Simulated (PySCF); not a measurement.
# CH3IPb (Pb(CH3)(I)): the cost of one run

Program: PySCF 2.14.0. Level of theory: BP86, Pb def2-SVP with ECP60, C def2-SVP, H def2-SVP, I def2-SVP with ECP28; scalar-relativistic core potentials, no spin–orbit coupling. These are calculated values, not measurements.

3 further runs of the same task are left out: 2 for a known fault of the program, 1 that didn't finish.

**1. The starting structure**

6 atoms, charge 0, spin multiplicity 1.

Bond lengths: Pb1–C2 2.330 Å, Pb1–I6 2.874 Å, C2–H3 1.109 Å, C2–H4 1.110 Å, C2–H5 1.110 Å. Angles: C2–Pb1–I6 94.9°, Pb1–C2–H3 111.0°, Pb1–C2–H4 109.0°, Pb1–C2–H5 109.0°, H3–C2–H4 109.8°, H3–C2–H5 109.8°, H4–C2–H5 108.1°.

Geometry (Å):

```xyz
6
CH3IPb
Pb    1.0475    0.0000   -0.9891
C     2.8615    0.0000    0.4737
H     3.8211    0.0000   -0.0832
H     2.8035    0.8984    1.1226
H     2.8035   -0.8984    1.1226
I    -0.9395    0.0000    1.0869
```

Formal oxidation states: Pb +2. An earlier session relaxed this geometry at BP86, Pb def2-SVP with ECP60, C def2-SVP, H def2-SVP, I def2-SVP with ECP28 (singlet, point group Cs).

Its energy there is -530.784244 Eh.

**2. Multiplicity 3 at the relaxed geometry**

run.py (the lines that set the calculation)

```python
mol = gto.M(atom='''
Pb     1.04746     0.00000    -0.98914
C      2.86154     0.00000     0.47365
H      3.82108     0.00000    -0.08324
H      2.80350     0.89838     1.12261
H      2.80350    -0.89838     1.12261
I     -0.93955     0.00000     1.08693''',
    basis={'Pb': 'def2-SVP', 'C': 'def2-SVP', 'H': 'def2-SVP', 'I': 'def2-SVP'},
    ecp={'Pb': 'def2-SVP', 'I': 'def2-SVP'},
    charge=0, spin=2)
mf = dft.UKS(mol, xc='B88,P86')
mf.grids.atom_grid = (50, 194)
mf = mf.density_fit()  # fitting sets: Pb def2-universal-JKFIT, C def2-universal-JKFIT, H def2-universal-JKFIT, I def2-universal-JKFIT
mf.conv_tol = 1e-08; mf.max_cycle = 55
mf.kernel(dm0)  # dm0: free metal ions and neutral atoms
```

Command:

```sh
OMP_NUM_THREADS=2 python run.py
```

**Question.** How long does this run take on 2 threads of Arm Neoverse V2, shared host?

About 21 s.
